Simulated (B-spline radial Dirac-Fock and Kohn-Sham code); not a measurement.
# Inner shells of Ir⁴⁺

Aim: for Ir⁴⁺, compute its X-ray form factor and Compton profile, the binding energy of each subshell and how cheaper methods do for the levels.

Method: a free atom or ion on a radial basis; each step names its model; computed with B-spline radial Dirac-Fock and Kohn-Sham code, version 2.

## (1) What is computed

Ir⁴⁺ in the configuration 1s2 2s2 2p6 3s2 3p6 3d10 4s2 4p6 4d10 4f14 5s2 5p6 5d4 6s1 (not the ground configuration).

| Quantity | Value |
| --- | --- |
| nuclear charge | 77 |
| electrons | 73 |
| mass number | 193 |
| nuclear rms radius | 5.4032 fm |

## (2) X-ray scattering functions

Model: Dirac-Fock average of configuration, finite nucleus; form factor of the spherical density, Waller-Hartree incoherent function, impulse-approximation Compton profiles.

Recorded inputs:

```ini
task = scatter
Z = 77
charge = 4
configuration = 1s2 2s2 2p6 3s2 3p6 3d10 4s2 4p6 4d10 4f14 5s2 5p6 5d4 6s1
mass_number = 193
rms_radius = 5.4032  # fm
s = [0.0, 0.05, 0.1, 0.15, 0.2, 0.25, 0.3, 0.35, 0.4, 0.45, 0.5, 0.6, 0.7, 0.8, 0.9, 1.0, 1.1, 1.2, 1.4, 1.6, 1.8, 2.0, 2.5, 3.0, 3.5, 4.0, 5.0, 6.0]  # 1/A
pz = [0, 0.1, 0.2, 0.3, 0.4, 0.5, 0.6, 0.8, 1.0, 1.2, 1.4, 1.6, 1.8, 2.0, 2.5, 3.0, 4.0, 5.0, 7.0, 10.0, 15.0, 20.0, 30.0, 40.0, 60.0, 100.0]  # a.u.
photon_energy = [1000, 10000, 20000, 30000, 100000, 200000, 500000, 1000000]  # eV
```

Main fields of the result record, rounded:

```text
{
  "status": "converged",
  "form_factor [e]": [73.0, 72.351, 70.525, 67.832, 64.631, 61.229, 57.83, 54.553, 51.453, 48.555, 45.862, 41.051, 36.899, 33.276, 30.092, 27.297, 24.867, 22.783, 19.544, 17.29, 15.678, 14.415, 11.754, 9.3673, 7.4777, 6.1936, 4.8581, 4.1093],
  "incoherent": [2.0582e-11, 0.71982, 2.5429, 4.8331, 7.1899, 9.5016, 11.748, 13.912, 15.989, 17.984, 19.897, 23.429, 26.514, 29.205, 31.621, 33.849, 35.931, 37.89, 41.495, 44.748, 47.652, 50.182, 54.981, 58.248, 60.663, 62.562, 65.357, 67.279],
  "compton_total [1/a.u.]": [7.8557, 7.8198, 7.7183, 7.5676, 7.3889, 7.2017, 7.0197, 6.6866, 6.3688, 6.0232, 5.6385, 5.2356, 4.8462, 4.495, 3.8378, 3.4302, 2.8667, 2.3307, 1.4626, 0.82311, 0.40664, 0.22526, 0.08614, 0.039968, 0.012642, 0.002583],
  "shells": ["1s1/2", "2s1/2", "2p1/2", "2p3/2", "3s1/2", "3p1/2", "3p3/2", "3d3/2", "3d5/2", "4s1/2", "4p1/2", "4p3/2", "4d3/2", "4d5/2", "4f5/2", "4f7/2", "5s1/2", "5p1/2", "5p3/2", "5d3/2", "5d5/2", "6s1/2"],
  "occupation": [2.0, 2.0, 2.0, 4.0, 2.0, 2.0, 4.0, 4.0, 6.0, 2.0, 2.0, 4.0, 4.0, 6.0, 6.0, 8.0, 2.0, 2.0, 4.0, 1.6, 2.4, 1.0],
  "mean_momentum [a.u.]": [81.86, 29.234, 38.462, 33.611, 14.732, 17.579, 16.126, 19.391, 18.891, 7.5774, 8.5089, 7.8852, 8.693, 8.4787, 8.6302, 8.5193, 3.1803, 3.3676, 3.0938, 2.852, 2.7728, 1.3296],
  "r2 [bohr^2]": 35.831,
  "r_inverse [1/bohr]": 579.8,
  "r1 [bohr]": 36.271,
  "coherent [b]": [3464.8, 1477.7, 683.67, 404.41, 61.596, 18.01, 3.2633, 0.8498],
  "incoherent_cross_section [b]": [0.59827, 12.804, 20.395, 24.881, 30.38, 27.491, 20.601, 15.269],
  "radial_jk": {
    "5d": {"j0": [1.0, 0.95674, 0.83729, 0.66846, 0.48345, 0.31139, 0.17102, 0.06959, 0.0054071, -0.028291, -0.039978, -0.02774, -0.002104, 0.017427, 0.026523, 0.027206, 0.022974, 0.016804, 0.0055365, -0.00045312, -0.001784, -0.00064144, 0.0034597, 0.004226, 0.00288, 0.0013063, -0.00033789, -0.00055664], "j2": [0.0, 0.017148, 0.062763, 0.1221, 0.17798, 0.2171, 0.23334, 0.22742, 0.20453, 0.17148, 0.13466, 0.067364, 0.021782, -0.0012939, -0.0083504, -0.0065247, -0.0011455, 0.0045731, 0.011826, 0.012727, 0.0099749, 0.0062567, 0.00026319, -0.00032671, 0.00090733, 0.0019015, 0.0021027, 0.0013599], "j4": [0.0, 0.00011435, 0.0016823, 0.0074277, 0.019503, 0.03788, 0.060176, 0.082711, 0.1019, 0.11525, 0.12172, 0.11571, 0.093188, 0.065437, 0.040139, 0.020793, 0.0079906, 0.00081397, -0.0024575, 0.00077346, 0.0046306, 0.0069455, 0.0062107, 0.0026271, 0.00039995, -0.00020696, 0.00049446, 0.0011082], "r2": 2.3974, "r4": 9.0957, "r6": 51.393}
  }
}
```

Form factor and incoherent function, every second point:

```csv
s (1/Å),f (e),f / N,S(s)
0,73.00,1.000,0
0.100,70.53,0.966,2.543
0.200,64.63,0.885,7.190
0.300,57.83,0.792,11.75
0.400,51.45,0.705,15.99
0.500,45.86,0.628,19.90
0.700,36.90,0.505,26.51
0.900,30.09,0.412,31.62
1.10,24.87,0.341,35.93
1.40,19.54,0.268,41.50
1.80,15.68,0.215,47.65
2.50,11.75,0.161,54.98
3.50,7.478,0.102,60.66
5.00,4.858,0.067,65.36
```

## (3) Hole states by ΔSCF

Model: Dirac-Fock average of configuration, Delta-SCF, finite nucleus, first-order Breit with its frequency dependence, self-energy and vacuum polarisation.

Settings, as recorded:

```ini
task = binding
```

Main fields of the result record, rounded:

```text
{
  "status": "converged",
  "shells": ["K", "L1", "L2", "L3", "M1", "M2", "M3", "M4", "M5", "N1", "N2", "N3", "N4", "N5", "N6", "N7", "O1", "O2", "O3", "O4,5", "P1"],
  "total_energy_parts [Ha]": [-17842.9435, 22.1319255, -2.34614004, -0.409081358, 16.3410556, -3.07540213],
  "koopmans [eV]": [76662.1, 13596.0, 12998.5, 11367.9, 3285.49, 3019.22, 2657.04, 2218.44, 2140.94, 777.08, 663.675, 577.039, 391.016, 374.698, 136.41, 133.119, 166.387, 127.09, 112.322, 60.359, 46.8652],
  "dirac_coulomb [eV]": [76573.0, 13543.1, 12941.0, 11313.9, 3256.37, 2989.01, 2628.7, 2187.2, 2110.36, 765.715, 652.482, 567.006, 381.189, 365.246, 127.618, 124.528, "-", 125.129, 110.696, 59.4506, 46.7116],
  "gaunt [eV]": [-288.132, -31.9822, -54.9505, -37.3276, -5.78471, -10.2405, -6.6171, -4.41515, -2.97844, -1.1759, -2.1329, -1.23954, -0.576887, -0.273882, 0.173572, 0.290648, "-", -0.304153, -0.15253, 0.000733012, -0.0306041],
  "retardation [eV]": [21.5944, 2.7145, 5.86422, 5.86034, 0.480021, 1.06905, 1.07534, 0.443073, 0.4299, 0.105985, 0.235441, 0.227194, 0.0600763, 0.0576539, -0.042672, -0.0421188, "-", 0.0320669, 0.0311683, 0.00109906, 0.00224903],
  "breit_frequency [eV]": [4.99511, -0.419718, -0.0557017, 2.20396, -0.110997, -0.12637, 0.445003, -0.0456856, 0.00348573, -0.0296269, -0.0373031, 0.101947, -0.0139889, -0.00271434, -0.007941, -0.00671339, "-", -0.00754644, 0.0161753, -0.00151503, -0.00139835],
  "self_energy [eV]": [-171.578, -25.1962, -0.442753, -1.94609, -5.81014, -0.220065, -0.484858, 0.418361, 0.208128, -1.41636, -0.0259702, -0.0879195, 0.110277, 0.0662033, 0.0780924, 0.064992, "-", 0.00890034, -0.00115775, 0.0197097, -0.0486814],
  "vacuum_polarisation [eV]": [34.0295, 4.70323, 0.246807, -0.16627, 1.05712, 0.0589875, -0.0472539, -0.0518827, -0.0492908, 0.25901, 0.0113241, -0.0147801, -0.014483, -0.0138639, -0.00959317, -0.00940683, "-", -2.52587e-05, -0.00453171, -0.00315567, 0.0090414],
  "binding [eV]": [76173.9, 13493.0, 12891.7, 11282.5, 3246.2, 2979.55, 2623.07, 2183.55, 2107.98, 763.458, 650.533, 565.993, 380.754, 365.08, 127.809, 124.825, "-", 124.858, 110.585, 59.4675, 46.6422],
  "mean_radius [bohr]": [0.017439, 0.0729212, 0.060248, 0.0685171, 0.189531, 0.179993, 0.195115, 0.17058, 0.175222, 0.423262, 0.427338, 0.459199, 0.471677, 0.482692, 0.524792, 0.531984, 0.980202, 1.05593, 1.13971, 1.46367, 2.28967]
}
```

total_energy_parts: Dirac-Coulomb, Gaunt, retardation, frequency dependence, self-energy, vacuum polarisation. Blank entries are hole states that did not converge, or in which two open shells of one symmetry are about equally filled, where the average of configuration falls too low.

Each level as Koopmans' value plus corrections (eV):

```csv
level,-ε,relaxation,Breit,QED,binding
1s,76662.1,-89.19,-261.54,-137.55,76173.9
2s,13596.0,-52.82,-29.69,-20.49,13493.0
2p1/2,12998.5,-57.49,-49.14,-0.20,12891.7
2p3/2,11367.9,-54.01,-29.26,-2.11,11282.5
3s,3285.5,-29.12,-5.42,-4.75,3246.2
3p1/2,3019.2,-30.21,-9.30,-0.16,2979.6
3p3/2,2657.0,-28.33,-5.10,-0.53,2623.1
3d3/2,2218.4,-31.24,-4.02,0.37,2183.5
3d5/2,2140.9,-30.57,-2.55,0.16,2108.0
4s,777.1,-11.36,-1.10,-1.16,763.5
4p1/2,663.7,-11.19,-1.93,-0.01,650.5
4p3/2,577.0,-10.03,-0.91,-0.10,566.0
4d3/2,391.0,-9.83,-0.53,0.10,380.8
4d5/2,374.7,-9.45,-0.22,0.05,365.1
4f5/2,136.4,-8.79,0.12,0.07,127.8
4f7/2,133.1,-8.59,0.24,0.06,124.8
5p1/2,127.1,-1.96,-0.28,0.01,124.9
5p3/2,112.3,-1.63,-0.11,-0.01,110.6
5d,60.36,-0.91,0.00,0.02,59.47
6s,46.87,-0.15,-0.03,-0.04,46.64
```

X-ray lines as differences of these levels:

```csv
line,energy (eV)
Kβ2' (K-N3),75607.9
Kβ2'' (K-N2),75523.3
Kβ1 (K-M3),73550.8
Kβ3 (K-M2),73194.3
Kα1 (K-L3),64891.3
Kα2 (K-L2),63282.2
Lγ4 (L1-O3),13382.4
Lγ3 (L1-N3),12927.0
Lγ2 (L1-N2),12842.4
Lγ1 (L2-N4),12510.9
Lγ5 (L2-N1),12128.2
Lβ2 (L3-N5),10917.5
Lβ15 (L3-N4),10901.8
Lβ3 (L1-M3),10869.9
```

## (4) The levels by Dirac LDA

Model: Dirac-Kohn-Sham LDA (Slater exchange, VWN correlation), finite nucleus, spherical and without spin polarisation.

Recorded inputs:

```ini
task = binding-ladder
method = lda,vwn
relativity = dirac
```

Main fields of the result record, rounded:

```text
{
  "status": "converged",
  "shells": ["K", "L1", "L2", "L3", "M1", "M2", "M3", "M4", "M5", "N1", "N2", "N3", "N4", "N5", "N6", "N7", "O1", "O2", "O3", "O4,5", "P1"],
  "minus_eigenvalue [eV]": [75973.1, 13325.9, 12775.4, 11149.7, 3155.94, 2907.81, 2551.92, 2134.56, 2057.58, 713.245, 608.403, 523.972, 351.377, 335.698, 115.816, 112.682, 148.772, 115.207, 100.876, 53.6938, 44.2482],
  "delta_scf [eV]": [76561.3, 13435.8, 12916.8, 11269.7, 3189.25, 2943.57, 2584.25, 2173.25, 2095.01, 729.592, 624.674, 539.529, 366.679, 350.788, 130.139, 126.889, 158.463, 124.415, 109.577, 60.9697, 49.0886],
  "total_energy [Ha]": -17840.3916,
  "dirac_fock_binding [eV]": [76173.9, 13493.0, 12891.7, 11282.5, 3246.2, 2979.55, 2623.07, 2183.55, 2107.98, 763.458, 650.533, 565.993, 380.754, 365.08, 127.809, 124.825, "-", 124.858, 110.585, 59.4675, 46.6422]
}
```

Against the Dirac-Fock value with Breit and QED (eV):

```csv
level,-ε,miss,ΔSCF,miss,Dirac-Fock
K,75973.1,-200.7,76561.3,+387.4,76173.9
L1,13325.9,-167.1,13435.8,-57.2,13493.0
L2,12775.4,-116.3,12916.8,+25.1,12891.7
L3,11149.7,-132.9,11269.7,-12.8,11282.5
M1,3155.9,-90.3,3189.2,-57.0,3246.2
M2,2907.8,-71.7,2943.6,-36.0,2979.6
M3,2551.9,-71.2,2584.3,-38.8,2623.1
M4,2134.6,-49.0,2173.3,-10.3,2183.5
M5,2057.6,-50.4,2095.0,-13.0,2108.0
N1,713.2,-50.2,729.6,-33.9,763.5
N2,608.4,-42.1,624.7,-25.9,650.5
N3,524.0,-42.0,539.5,-26.5,566.0
N4,351.4,-29.4,366.7,-14.1,380.8
N5,335.7,-29.4,350.8,-14.3,365.1
N6,115.8,-12.0,130.1,+2.3,127.8
N7,112.7,-12.1,126.9,+2.1,124.8
O2,115.2,-9.7,124.4,-0.4,124.9
O3,100.9,-9.7,109.6,-1.0,110.6
"O4,5",53.69,-5.8,60.97,+1.5,59.47
P1,44.25,-2.4,49.09,+2.4,46.64
```

## (5) Cost and miss of the cheaper method

| method | level | eigenvalue miss (%) | ΔSCF miss (%) | time |
| --- | --- | --- | --- | --- |
| Dirac LDA | K | -0.26 | +0.51 | 18 s |
| Dirac-Fock + Breit + QED | all | - | reference | 36 s |

Times cover the ground state and all hole states of a step, on one thread of a shared host; states solved in an earlier step are reused, and a first call can include compiling.

## (6) Outcome

| quantity | value |
| --- | --- |
| rms radius of the electron cloud | 0.701 bohr |
| form factor halves at | 0.71 1/Å |
| Compton profile at zero | 7.856 1/a.u. |
| deepest level listed, K (1s) | 76173.9 eV |
| least bound, P1 (6s) | 46.64 eV |
| Kα1 | 64891.3 eV |
| Dirac LDA, K: eigenvalue / ΔSCF | 75973.1 / 76561.3 eV |

**Reading.** f falls from 73 to half of that at s = 0.71 1/Å. Incoherent scattering outweighs coherent from 200 keV on, among the energies asked. The K (1s) level lies 89.2 eV under Koopmans' value by relaxation alone; Breit gives -261.54 and QED -137.55 eV. Dirac LDA misses the K level by -0.3 % with its eigenvalue and by +0.5 % with ΔSCF. Breit and QED terms, which only the reference holds, shift this level by tenths of a per cent, so the eigenvalue's nearness can be cancellation. The Hartree-Fock and Dirac-Fock values hold no electron correlation.
